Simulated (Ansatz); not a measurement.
Geometry optimisation, Ansatz, DFT PBE, scalar-relativistic, plane waves, PAW.

Input:

```yaml
crystal:
  lattice:
    - [5.71566, 0.0, 0.0]
    - [0.0, 5.6104, 0.0]
    - [0.0, 0.0, 17.124922]
  atoms:
    - { symbol: W, position: [0.0, 0.0, 0.0583944] }
    - { symbol: C, position: [0.0, 0.25, 0.1547434] }
    - { symbol: W, position: [0.25, 0.0, 0.2029179] }
    - { symbol: C, position: [0.25, 0.25, 0.2992669] }
    - { symbol: W, position: [0.0, 0.5, 0.0583944] }
    - { symbol: C, position: [0.0, 0.75, 0.1547434] }
    - { symbol: W, position: [0.25, 0.5, 0.2029179] }
    - { symbol: C, position: [0.25, 0.75, 0.2992669] }
    - { symbol: W, position: [0.5, 0.0, 0.0583944] }
    - { symbol: C, position: [0.5, 0.25, 0.1547434] }
    - { symbol: W, position: [0.75, 0.0, 0.2029179] }
    - { symbol: C, position: [0.75, 0.25, 0.2992669] }
    - { symbol: W, position: [0.5, 0.5, 0.0583944] }
    - { symbol: C, position: [0.5, 0.75, 0.1547434] }
    - { symbol: W, position: [0.75, 0.5, 0.2029179] }
    - { symbol: C, position: [0.75, 0.75, 0.2992669] }
    - { symbol: O, position: [0.5798847, 0.4197958, 0.3302159] }
basis:
  ecutwfc: 420.0
kpoints:
  mp_grid: { grid: [4, 5, 1] }
hamiltonian:
  xc: pbe
  pseudopotentials: { kind: paw, azcp: { folder: soft_1 } }
scf:
  occupations: { method: gaussian, width: 0.05 }
  lower_state_search: "off"
relax:
  f_tol: 0.03
  max_steps: 60
  adjacent_minimum: "off"
  constraints: [{ sites: [0, 4, 8, 12] }]
```

Launched with:

```bash
$ ansatz run input.yaml --threads 4 --pin off --max-ram 10240MiB --backend cpu --events-out ev --progress --plain --runs-dir out
```

Q: Where does it end, and by what steps?

A: The run converged. The force dipped under the threshold on the way, but the program's further checks kept it going. Limits of this set-up: coarse k mesh, thin slab, slab without dipole correction, a typed lattice constant that wasn't relaxed here. After 28 steps the energy has fallen by 10.081 eV; O17 moved furthest, 1.74 Å. Parted: W15–O17 (2.43 → 3.84 Å). Joined: C2–C4 (2.86 → 1.65 Å), C4–W11 (3.59 → 2.14 Å), C4–W15 (3.59 → 2.19 Å), C8–W15 (3.59 → 2.27 Å), C8–C16 (2.86 → 1.32 Å).

```json
{"step": "0", "energy less start (eV)": "0.0000", "largest force component (eV/Å)": "4.561", "accepted": "yes"}
{"step": "1", "energy less start (eV)": "-1.7300", "largest force component (eV/Å)": "3.454", "accepted": "yes"}
{"step": "2", "energy less start (eV)": "-2.5396", "largest force component (eV/Å)": "2.856", "accepted": "yes"}
{"step": "3", "energy less start (eV)": "-3.1868", "largest force component (eV/Å)": "1.465", "accepted": "yes"}
{"step": "4", "energy less start (eV)": "-3.8527", "largest force component (eV/Å)": "1.071", "accepted": "yes"}
{"step": "5", "energy less start (eV)": "-4.5750", "largest force component (eV/Å)": "1.053", "accepted": "yes"}
{"step": "6", "energy less start (eV)": "-5.1951", "largest force component (eV/Å)": "1.084", "accepted": "yes"}
{"step": "7", "energy less start (eV)": "-5.7084", "largest force component (eV/Å)": "0.998", "accepted": "yes"}
{"step": "8", "energy less start (eV)": "-6.1404", "largest force component (eV/Å)": "0.903", "accepted": "yes"}
{"step": "9", "energy less start (eV)": "-6.5065", "largest force component (eV/Å)": "0.715", "accepted": "yes"}
{"step": "10", "energy less start (eV)": "-6.8319", "largest force component (eV/Å)": "2.196", "accepted": "yes"}
{"step": "11", "energy less start (eV)": "-7.2991", "largest force component (eV/Å)": "2.187", "accepted": "yes"}
{"step": "12", "energy less start (eV)": "-7.8438", "largest force component (eV/Å)": "1.803", "accepted": "yes"}
{"step": "13", "energy less start (eV)": "-8.5538", "largest force component (eV/Å)": "1.970", "accepted": "yes"}
{"step": "14", "energy less start (eV)": "-9.1862", "largest force component (eV/Å)": "4.538", "accepted": "yes"}
{"step": "15", "energy less start (eV)": "-9.6693", "largest force component (eV/Å)": "1.178", "accepted": "yes"}
{"step": "16", "energy less start (eV)": "-9.8176", "largest force component (eV/Å)": "0.877", "accepted": "yes"}
{"step": "17", "energy less start (eV)": "-9.8623", "largest force component (eV/Å)": "0.921", "accepted": "yes"}
{"step": "18", "energy less start (eV)": "-9.9158", "largest force component (eV/Å)": "0.368", "accepted": "yes"}
{"step": "19", "energy less start (eV)": "-9.9295", "largest force component (eV/Å)": "0.571", "accepted": "yes"}
{"step": "20", "energy less start (eV)": "-9.9712", "largest force component (eV/Å)": "0.238", "accepted": "yes"}
{"step": "21", "energy less start (eV)": "-10.0089", "largest force component (eV/Å)": "0.690", "accepted": "yes"}
{"step": "22", "energy less start (eV)": "-10.0329", "largest force component (eV/Å)": "1.209", "accepted": "yes"}
{"step": "23", "energy less start (eV)": "-10.0505", "largest force component (eV/Å)": "0.414", "accepted": "yes"}
{"step": "24", "energy less start (eV)": "-10.0238", "largest force component (eV/Å)": "0.844", "accepted": "no"}
{"step": "25", "energy less start (eV)": "-10.0778", "largest force component (eV/Å)": "0.200", "accepted": "yes"}
{"step": "26", "energy less start (eV)": "-10.0800", "largest force component (eV/Å)": "0.086", "accepted": "yes"}
{"step": "27", "energy less start (eV)": "-10.0808", "largest force component (eV/Å)": "0.022", "accepted": "yes"}
{"step": "28", "energy less start (eV)": "-10.0808", "largest force component (eV/Å)": "0.022", "accepted": "yes"}
```

```xyz
17
Lattice="5.7157 0.0000 0.0000 0.0000 5.6104 0.0000 0.0000 0.0000 17.1249" Properties=species:S:1:pos:R:3
W 0.000 0.000 1.000
C 0.005 1.374 2.569
W 1.449 -0.025 3.386
C 0.094 1.388 4.221
W 0.000 2.805 1.000
C 0.050 4.186 2.603
W 1.479 2.826 3.474
C 2.744 3.539 4.960
W 2.858 0.000 1.000
C 2.884 1.425 2.629
W 4.234 0.033 3.711
C 3.348 0.603 5.461
W 2.858 2.805 1.000
C 2.924 4.226 2.527
W 4.315 2.816 3.487
C 3.944 4.060 5.154
O 2.959 0.882 6.515
```

Whether the end is a true minimum wasn't checked by a vibrational analysis.

The run took 5.2 min on 4 threads of Arm Neoverse V1 (shared host), peak memory 1.4 GiB.
